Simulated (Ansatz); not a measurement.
# C2H5Cl2GaO: from a rough start to a stationary point

What shape does C2H5Cl2GaO take? The plan is to relax it, then compute its harmonic vibrations to see whether it is a minimum and to get the zero-point energy and entropy.

Program: Ansatz 0.2.0, Gaussian basis. Level of theory: RKS PBE0-D4/def2-TZVP. These are calculated values, not measurements.

Plan: relaxation at PBE0-D4/def2-TZVP; harmonic vibrations at the same level.

1 further run of the same task is left out (set aside as unsound or not needed). Runs told in other sessions of the task aren't counted.

## Step 1: The system as given

11 atoms, charge 0, spin multiplicity 1.

Atoms are counted from 1 here; the program's logs count them from 0.

Bond lengths: C1–C2 1.522 Å, C1–H7 1.087 Å, C1–H8 1.093 Å, C1–H9 1.088 Å, C2–O3 1.417 Å, C2–H10 1.097 Å, C2–H11 1.098 Å, O3–Ga4 1.771 Å, Ga4–Cl5 2.098 Å, Ga4–Cl6 2.072 Å. Angles: C2–C1–H7 110.4°, C2–C1–H8 109.3°, C2–C1–H9 110.0°, H7–C1–H8 109.2°, H7–C1–H9 109.4°, H8–C1–H9 108.6°, C1–C2–O3 111.6°, C1–C2–H10 110.4°, C1–C2–H11 109.8°, O3–C2–H10 105.8°, O3–C2–H11 110.8°, H10–C2–H11 108.5°, C2–O3–Ga4 130.9°, O3–Ga4–Cl5 120.4°, O3–Ga4–Cl6 112.8°, Cl5–Ga4–Cl6 126.8°.

As a file:

```xyz
11
charge 0, multiplicity 1
C    -0.1003   -1.3785    0.5709
C     0.9281   -0.2757    0.3666
O     0.3232    1.0052    0.3538
Ga   -0.7170    1.7841   -0.8499
Cl   -0.8532    1.0098   -2.7947
Cl   -1.6363    3.4957   -0.1294
H     0.3860   -2.3506    0.5878
H    -0.8243   -1.3527   -0.2482
H    -0.6310   -1.2237    1.5077
H     1.6420   -0.2602    1.1991
H     1.4829   -0.4534   -0.5637
```

The start is a GFN2-xTB geometry.

## Step 2: Optimising with PBE0-D4/def2-TZVP

Input file in.yaml:

```yaml
crystal:
  periodic: [false, false, false]
  atoms:
    - {symbol: C, position_ang: [-0.100320, -1.378530, 0.570890]}
    - {symbol: C, position_ang: [0.928090, -0.275650, 0.366580]}
    - {symbol: O, position_ang: [0.323170, 1.005170, 0.353820]}
    - {symbol: Ga, position_ang: [-0.716980, 1.784060, -0.849870]}
    - {symbol: Cl, position_ang: [-0.853230, 1.009840, -2.794720]}
    - {symbol: Cl, position_ang: [-1.636320, 3.495730, -0.129390]}
    - {symbol: H, position_ang: [0.386020, -2.350610, 0.587790]}
    - {symbol: H, position_ang: [-0.824260, -1.352740, -0.248220]}
    - {symbol: H, position_ang: [-0.631040, -1.223680, 1.507710]}
    - {symbol: H, position_ang: [1.641950, -0.260190, 1.199100]}
    - {symbol: H, position_ang: [1.482920, -0.453400, -0.563690]}
basis:
  gaussian: {orbitals: def2-TZVP}
hamiltonian: {xc: pbe0, dispersion: d4}
relax: {f_tol: 0.005, max_steps: 150}
```

The run is started by

```bash
ansatz run in.yaml --threads 4 --pin off --events-out ev --progress --plain --max-ram 11315MiB
```

The runs that follow: Force constants and modes.

Q: Predict the results of all the runs planned. Wanted: point group; shift from the start; total energy; dispersion term; dipole moment; lowest, highest wavenumber; zero-point energy.

As calculated:

| quantity | value |
| --- | --- |
| point group | C1 |
| steps | 13 |
| shift from the start (rms) | 0.140 Å |
| total energy | -81612.4713 eV |
| dispersion term | -254 meV |
| dipole moment | 1.77 D |
| lowest, highest wavenumber | 43, 3135 cm⁻¹ |
| zero-point energy | 45.8 kcal/mol |
| entropy at 298.15 K | 405.5 J/(mol K) |

In words: The atoms moved 0.14 Å (rms) from the start; the bond that changed most is Ga4–Cl6, from 2.072 to 2.111 Å. No mode is imaginary: a true minimum at this level. The stiffest mode, 3135 cm⁻¹, is a C–H stretch, and 5 modes under 200 cm⁻¹ make the vibrational entropy uncertain. Harmonic hybrid wavenumbers usually lie a few per cent above measured fundamentals. The largest Mulliken charge, +0.64 e, sits on Ga4.
